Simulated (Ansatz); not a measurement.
**Si₂H₄S + HBr: a complex and its separated parts**

The complex below is one end of an elementary step. How strongly is it bound against its free parts?

Program: Ansatz 0.2.0, Gaussian basis. Level of theory: PBE0-D4/def2-TZVP structures, single points in def2-TZVPP, no counterpoise correction. These are calculated values, not measurements.

Levels: SPW92, PBE-D4, BLYP-D4, r2SCAN-D4, B97M-V, PBE0-D4, B3LYP-D4, r2SCAN0-D4, BHLYP-D4, CAM-B3LYP-D4, wB97X-V, wB97M-V, B2PLYP, PBE-QIDH, RPA on PBE, Hartree-Fock, MP2, CCSD, CCSD(T).

Cores are frozen in the correlated methods. Filled d shells of the heavier atoms are correlated. B3LYP uses VWN-RPA correlation. B2PLYP carries no dispersion term here.

56 further runs of the same task are left out: 56 set aside as unsound or not needed. Runs told in other sessions of the task aren't counted.

### Step 1. The system as given

The complex: 9 atoms, charge 0, spin multiplicity 1.

Atoms are counted from 1 here; the program's logs count them from 0.

Bond lengths: Si1–S3 1.957 Å, Si1–H5 1.492 Å, Si1–Si6 2.342 Å, Br2–H4 1.426 Å, Si6–H7 1.488 Å, Si6–H8 1.484 Å, Si6–H9 1.488 Å. Angles: S3–Si1–H5 122.8°, S3–Si1–Si6 123.4°, H5–Si1–Si6 113.2°, Si1–Si6–H7 110.1°, Si1–Si6–H8 108.8°, Si1–Si6–H9 108.9°, H7–Si6–H8 110.2°, H7–Si6–H9 109.0°, H8–Si6–H9 109.8°.

Coordinates:

```
Si   -1.0980   -0.3377   -0.0507
Br    1.1668   -1.7537   -1.5291
S    -1.6202   -1.7321    1.2200
H     0.7868   -2.6507   -0.4872
H    -1.7731   -0.1520   -1.3683
Si    0.4028    1.3836    0.4690
H     0.9999    1.9348   -0.7777
H     1.4669    0.8403    1.3489
H    -0.3318    2.4674    1.1752
```

Its parts: Si₂H₄S holds atoms 1, 3, 5, 6, 7, 8, 9; HBr holds atoms 2, 4. Each part counts its atoms afresh in its own runs.

### Step 2. Relaxing Si₂H₄S alone

relax-a/in.yaml reads:

```yaml
crystal:
  periodic: [false, false, false]
  atoms:
    - {symbol: Si, position_ang: [-1.097979, -0.337670, -0.050704]}
    - {symbol: S, position_ang: [-1.620222, -1.732095, 1.219982]}
    - {symbol: H, position_ang: [-1.773126, -0.152046, -1.368282]}
    - {symbol: Si, position_ang: [0.402847, 1.383629, 0.468998]}
    - {symbol: H, position_ang: [0.999882, 1.934844, -0.777698]}
    - {symbol: H, position_ang: [1.466930, 0.840333, 1.348854]}
    - {symbol: H, position_ang: [-0.331756, 2.467368, 1.175183]}
basis:
  gaussian: {orbitals: def2-TZVP}
hamiltonian: {xc: pbe0, dispersion: d4}
relax: {f_tol: 0.005, max_steps: 200}
```

Launch:

```console
ansatz run in.yaml --threads 8 --pin off --events-out ev --progress --plain --max-ram 19148MiB
```

The runs that follow: Relaxing HBr alone; SPW92/def2-TZVPP; PBE-D4/def2-TZVPP; BLYP-D4/def2-TZVPP; r2SCAN-D4/def2-TZVPP; B97M-V/def2-TZVPP; PBE0-D4/def2-TZVPP; B3LYP-D4/def2-TZVPP; r2SCAN0-D4/def2-TZVPP; BHLYP-D4/def2-TZVPP; CAM-B3LYP-D4/def2-TZVPP; wB97X-V/def2-TZVPP; wB97M-V/def2-TZVPP; B2PLYP/def2-TZVPP; PBE-QIDH/def2-TZVPP; RPA on PBE/def2-TZVPP; CCSD(T)/def2-TZVPP; Vibrations of Si₂H₄S; Vibrations of HBr.

What does the calculation give? Wanted: complex less parts, CCSD(T)/def2-TZVPP; with zero-point energy; largest T1 diagnostic.

The runs gave:

```
                              quantity          value
complex less parts, CCSD(T)/def2-TZVPP  -3.2 kcal/mol
                with zero-point energy  -2.2 kcal/mol
                 largest T1 diagnostic          0.018
```

**Reading.** At CCSD(T) the complex lies 3.2 kcal/mol below its parts. Among the functionals B97M-V lands nearest to CCSD(T) (-0.8 kcal/mol) and SPW92 farthest (-5.4 kcal/mol). By rung, the mean size of the error is: LDA 5.4, GGA 2.1, meta-GGA 1.3, hybrid 2.0, range-separated hybrid 1.5, double hybrid 1.2 kcal/mol. The double hybrids carry no dispersion term here, unlike the levels marked D4 or V. PBE-D4 gives a relative energy 2.8 kcal/mol too low, outside chemical accuracy (1 kcal/mol). No counterpoise was applied, and triple zeta lacks some correlation, so the CCSD(T) reference has a basis error of its own, and close matches with it are partly luck.
